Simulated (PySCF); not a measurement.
# C8H12B: the cost of one run

Programs: PySCF 2.14.0, with density-fitted response routines of our own. Each step states its level of theory. These are calculated values for one molecule, in the gas phase or a continuum, unless marked as measured. Atoms count from 0, in the outputs and in this text.

## (1) The starting structure

21 atoms, charge -1, multiplicity 1; geometry from: GFN2-xTB. The atoms were then displaced at random by about 0.01 Å, so the start is not that level's minimum.

Bonds of the start (Å): C0–C1 1.33, C1–B2 1.63, B2–C3 1.65, C3–C4 1.32, B2–C5 1.61, C5–C6 1.32, B2–C7 1.60, C7–C8 1.34, C0–H9 1.10, C0–H10 1.05, C1–H11 1.11, C3–H12 1.04, C4–H13 1.10, C4–H14 1.07, C5–H15 1.08, C6–H16 1.09, C6–H17 1.10, C7–H18 1.07, C8–H19 1.09, C8–H20 1.12.

## (2) Geometry optimisation at PBE0-D3(BJ)/def2-SVP

Job settings and geometry (Å):

```
{"job": {"xc": "PBE0", "basis": "def2-SVP", "d3": "d3bj", "grid": 1, "shake": 0.01, "kind": "geom"}, "charge": -1, "multiplicity": 1}
C      1.537260    -1.704460    -1.641800
C      1.411350    -1.075140    -0.476400
B      0.209600    -0.077660     0.004200
C      0.909650     1.075690     0.947430
C      0.587090     2.359210     0.941520
C     -0.782860    -1.011980     0.861170
C     -1.073390    -0.934920     2.149480
C     -0.495420     0.589390    -1.267640
C     -1.809960     0.621600    -1.504620
H      0.783410    -1.522880    -2.416640
H      2.310160    -2.370790    -1.898710
H      2.201750    -1.297190     0.263800
H      1.604350     0.757640     1.659380
H      1.040390     3.094700     1.623720
H     -0.152230     2.768210     0.278570
H     -1.239830    -1.821530     0.315580
H     -0.672960    -0.142420     2.775350
H     -1.766060    -1.614890     2.664820
H      0.137090     1.068010    -1.986820
H     -2.555220     0.168810    -0.855300
H     -2.255350     1.092870    -2.414080
```

On the command line:

```sh
OMP_NUM_THREADS=1 python probes_run.py task.json out
```

One launch serves the whole session: the jobs run in the order shown.

Q: Estimate the wall time and peak memory of this first job on 1 thread of Intel Xeon at 2.50GHz, shared host.

About 7 min, with a peak of 0.91 GiB.
